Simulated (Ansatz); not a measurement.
# MoRh (P-6m2): convergence test of the k-point mesh, by script

How fine a k-point mesh does MoRh (P-6m2) need? Wanted for MoRh (P-6m2): a convergence test of the k-point mesh.

Program: Ansatz 0.2.0 through its Python package. Level of theory: DFT PBEsol+D3(BJ) with three-body term, plane waves, PAW. These are calculated values, not measurements.

## (1) The system

It takes space group P-6m2 (No. 187, hexagonal). Conventional cell: a = 2.795 Å, b = 2.795 Å, c = 4.437 Å, α = 90.00°, β = 90.00°, γ = 120.00°. Mo (site symmetry -6m2) has 6 Rh at 2.74 Å and 6 Mo at 2.80 Å as nearest neighbours. Rh (site symmetry -6m2) is surrounded by 6 Mo at 2.74 Å and 6 Rh at 2.80 Å.

No structure file is read: the coordinates are typed or built in the script.

## (2) The code

The input, kconv_morh.py:

```python
# -*- coding: utf-8 -*-
"""Convergence of MoRh with the k-point mesh."""

import ansatz
import matplotlib.pyplot as plt


def main():
    lattice = ansatz.Lattice.of(
        [2.795433, 0.0, 0.0],
        [-1.397716, 2.420916, 0.0],
        [0.0, 0.0, 4.437367],
    )
    sites = [
        ("Mo", [0.0, 0.0, 0.5]),
        ("Rh", [1 / 3, 2 / 3, 0.0]),
    ]
    structure = ansatz.Crystal(lattice=lattice)
    for symbol, position in sites:
        structure = structure.atom(symbol, position)

    calc = structure.calculation()
    calc = calc.functional("pbesol", dispersion="d3bjatm")
    calc = calc.occupations(ansatz.OccupationsMethod.FERMI_DIRAC, width=0.05).band_table()

    rows = []
    for value in [0.8, 0.6, 0.5, 0.4, 0.33]:
        rep = calc.kpoints(spacing=value).run(threads=1).report
        rows.append((value, rep["free_energy_ev"] / len(rep["lattice"]["sites"]), rep["n_iterations"], rep["gap_by_band_count_ev"], rep["n_kpoints"]))

    print("spacing (1/A)   F/atom (eV)    iterations  gap by band count (eV)      k-points")
    for row in rows:
        print(f"{str(row[0]):>12s}  {row[1]:12.5f}  {row[2]:12d}  {row[3]:22.3f}  {row[4]:12d}")

    # the last row is the reference
    for row in rows[:-1]:
        shift = 1000 * (row[1] - rows[-1][1])
        print(f"{row[0]}: {shift:+.2f} meV/atom" + ("  (within 5 meV)" if abs(shift) < 5 else ""))
    plt.figure(figsize=(4.5, 3))
    plt.plot([str(row[0]) for row in rows], [1000 * (row[1] - rows[-1][1]) for row in rows], "o-")
    plt.xlabel("spacing (1/A)")
    plt.ylabel("F - F(last) (meV/atom)")
    plt.tight_layout()
    plt.savefig("kconv.png", dpi=100)


if __name__ == "__main__":
    main()
```

## (3) The calls as engine input

The package turns the script's settings into the engine's input (first run):

```yaml
crystal:
  lattice:
    - [2.795433, 0.0, 0.0]
    - [-1.397716, 2.420916, 0.0]
    - [0.0, 0.0, 4.437367]
  atoms:
    - { symbol: Mo, position: [0.0, 0.0, 0.5] }
    - { symbol: Rh, position: [0.3333333333333333, 0.6666666666666666, 0.0] }
kpoints:
  mp_grid:
    kspacing: 0.8
hamiltonian:
  xc: pbesol
  dispersion: d3bjatm
scf:
  occupations:
    method: fermi_dirac
    width: 0.05
output:
  eigenvalues: true
```

## (4) Launch

Run with:

```sh
$ python kconv_morh.py
```

**Question.** How fast does the energy converge with the mesh (threshold 5 meV an atom)?

The runs gave:

| quantity | value |
| --- | --- |
| runs compared | 5 |
| last run but one, from the last | -2.71 meV/atom |
| within 5 meV/atom of the last run from | 0.4 |

In words: From a spacing of 0.4 (7×7×4) on it stays within 5 meV an atom of the value at a spacing of 0.33 (8×8×5); the first row (a spacing of 0.8 (4×4×2)) is off by 93.8 meV and the last but one by 2.71 meV. That rests on few rows after larger swings, so the series isn't shown to be converged. This holds for F at a smearing of 0.05 eV; a narrower one needs a denser mesh. It goes up and down, since the sum over k-points isn't variational. Notes:
- This cell is a computed structure, which may not be the phase found in nature.
- Shifts are counted from the finest mesh, which is itself no proven limit.
